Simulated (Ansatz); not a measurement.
# Cl₂H₂O₂Sn: up Jacob's ladder to CCSD(T)

The task here is to estimate one member of a computed series from the others.

The runs use Ansatz 0.2.0, Gaussian basis; functionals in def2-TZVPP, the program's frozen cores in correlated methods.

The runs, in order: LDA (SPW92), PBE-D4, revPBE-D4, BLYP-D4, r2SCAN-D4, B97M-V, PBE0-D4, B3LYP-D4, r2SCANh-D4, r2SCAN0-D4, HSE06-D4, BHLYP-D4, CAM-B3LYP-D4, LC-ωPBE, ωB97X-V, ωB97M-V, B2PLYP, PBE-QIDH; CCSD(T)/def2-SVP; CCSD(T)/def2-TZVPP; MP2/def2-QZVPP; extrapolation to the limit; RPA on PBE.

### The relaxed structure

The geometry comes from an earlier relaxation with PBE0-D4 in a triple-zeta def2 set; it is a stationary point, not always the lowest conformer. Sn takes the def2 core potential; no spin-orbit term is included.

SMILES `[OH][Sn]([OH])([Cl])[Cl]`, 7 atoms, charge 0, spin multiplicity 1.

Atoms are counted from 1 here; the program's logs count them from 0.

Bond lengths: O1–Sn2 1.938 Å, O1–H6 0.962 Å, Sn2–O3 1.931 Å, Sn2–Cl4 2.289 Å, Sn2–Cl5 2.301 Å, O3–H7 0.963 Å. Angles: Sn2–O1–H6 113.6°, O1–Sn2–O3 106.3°, O1–Sn2–Cl4 112.7°, O1–Sn2–Cl5 109.3°, O3–Sn2–Cl4 108.1°, O3–Sn2–Cl5 112.2°, Cl4–Sn2–Cl5 108.2°, Sn2–O3–H7 111.6°.

Set-up of the first run:

in.yaml

```yaml
crystal:
  periodic: [false, false, false]
  atoms:
    - {symbol: O, position_ang: [-1.077603, 0.059080, 1.210040]}
    - {symbol: Sn, position_ang: [0.011690, 0.028840, -0.393172]}
    - {symbol: O, position_ang: [1.509736, -1.126977, -0.009546]}
    - {symbol: Cl, position_ang: [-1.101737, -0.825392, -2.201872]}
    - {symbol: Cl, position_ang: [0.673816, 2.173524, -0.901622]}
    - {symbol: H, position_ang: [-1.588494, 0.867229, 1.312592]}
    - {symbol: H, position_ang: [1.633793, -1.244403, 0.937780]}
basis:
  gaussian: {orbitals: def2-TZVPP}
hamiltonian: {xc: lda}
output: {orbitals: {seedname: orbitals}}
```

Run with:

```bash
$ ansatz run in.yaml --threads 4 --pin off --events-out ev --progress --plain --max-ram 10444MiB
```

Steps of the session up to this table: LDA; PBE-D4 (GGA); revPBE-D4 (GGA); BLYP-D4 (GGA); r2SCAN-D4 (meta-GGA); B97M-V (meta-GGA); PBE0-D4 (hybrid); B3LYP-D4 (hybrid); r2SCANh-D4 (hybrid); r2SCAN0-D4 (hybrid); HSE06-D4 (hybrid); BHLYP-D4 (hybrid); CAM-B3LYP-D4 (range-separated); LC-ωPBE (range-separated); ωB97X-V (range-separated); ωB97M-V (range-separated); B2PLYP (double hybrid); PBE-QIDH (double hybrid).

One table of the session follows, with a row left open; its other results are not shown here.

It belongs to the step «Orbital energies across the functionals». 

| functional | HOMO (eV) | LUMO (eV) | gap (eV) |
| --- | --- | --- | --- |
| LDA (SPW92) | -8.03 | -3.68 | 4.35 |
| PBE-D4 | -7.83 | -3.35 | 4.49 |
| revPBE-D4 | -7.76 | -3.22 | 4.53 |
| BLYP-D4 | -7.71 | -3.30 | 4.41 |
| r2SCAN-D4 | -8.25 | -3.14 | 5.12 |
| B97M-V | -8.33 | -3.07 | 5.26 |
| PBE0-D4 | -9.47 | -2.41 | 7.06 |
| B3LYP-D4 | -9.17 | -2.74 | 6.43 |
| r2SCANh-D4 | ? | ? | ? |
| r2SCAN0-D4 | -9.74 | -2.28 | 7.45 |
| HSE06-D4 | -9.06 | -2.78 | 6.28 |
| BHLYP-D4 | -10.81 | -1.43 | 9.37 |
| CAM-B3LYP-D4 | -10.88 | -1.42 | 9.46 |
| LC-ωPBE | -12.35 | -0.11 | 12.24 |
| ωB97X-V | -11.94 | -0.25 | 11.70 |
| ωB97M-V | -11.78 | -0.37 | 11.41 |

Estimate the missing values for r2SCANh-D4.

Worked estimate for «HOMO (eV)». Against the share of exact exchange, r2SCAN-D4 (0, -8.25), r2SCAN0-D4 (0.25, -9.74) give a slope of -5.96 per unit share; at 0.1 the line stands at -8.85.

**Answer.** HOMO (eV): -8.87; LUMO (eV): -2.80; gap (eV): 6.07. In «HOMO (eV)» the line misses by +0.02.
